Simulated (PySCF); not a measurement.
# C2H8AlFO: the cost of one run

Programs: PySCF 2.14.0, with density-fitted response routines of our own. Each step states its level of theory. These are calculated values for one molecule in the gas phase, unless marked as measured. Atoms count from 0, in the outputs and in this text.

### 1 The molecule as given

13 atoms, charge 0, multiplicity 1; geometry from: GFN2-xTB. The atoms were then displaced at random by about 0.01 Å, so the start is not that level's minimum.

Bonds of the start (Å): C0–O1 1.39, O1–C2 1.42, O1–Al3 1.93, Al3–F4 1.63, C0–H5 1.12, C0–H6 1.09, C0–H7 1.10, C2–H8 1.06, C2–H9 1.10, C2–H10 1.09, Al3–H11 1.55, Al3–H12 1.55.

### 2 Relaxing the molecule at PBE0-D3(BJ)/def2-SVP

What the job is given:

```
{"job": {"xc": "PBE0", "basis": "def2-SVP", "d3": "d3bj", "grid": 1, "shake": 0.01, "kind": "geom"}, "charge": 0, "multiplicity": 1}
C     -0.041050     1.477930    -0.247440
O     -0.031090     0.106690    -0.017800
C     -1.297360    -0.456650     0.288760
Al     1.449100    -1.124000    -0.052830
F      2.629050    -0.073850    -0.456720
H     -0.723440     1.738380    -1.096840
H      0.966800     1.804230    -0.487180
H     -0.391660     2.043050     0.633320
H     -1.985040    -0.311360    -0.506720
H     -1.687950    -0.015000     1.220400
H     -1.106950    -1.520140     0.461540
H      0.904870    -2.072530    -1.158050
H      1.320530    -1.613630     1.409250
```

Launch:

```console
OMP_NUM_THREADS=1 python probes_run.py task.json out
```

One launch serves the whole session: the jobs run in the order shown.

Q: Estimate the wall time and peak memory of this first job on 1 thread of Arm Neoverse V1, shared host.

About 29 s, with a peak of 0.48 GiB.
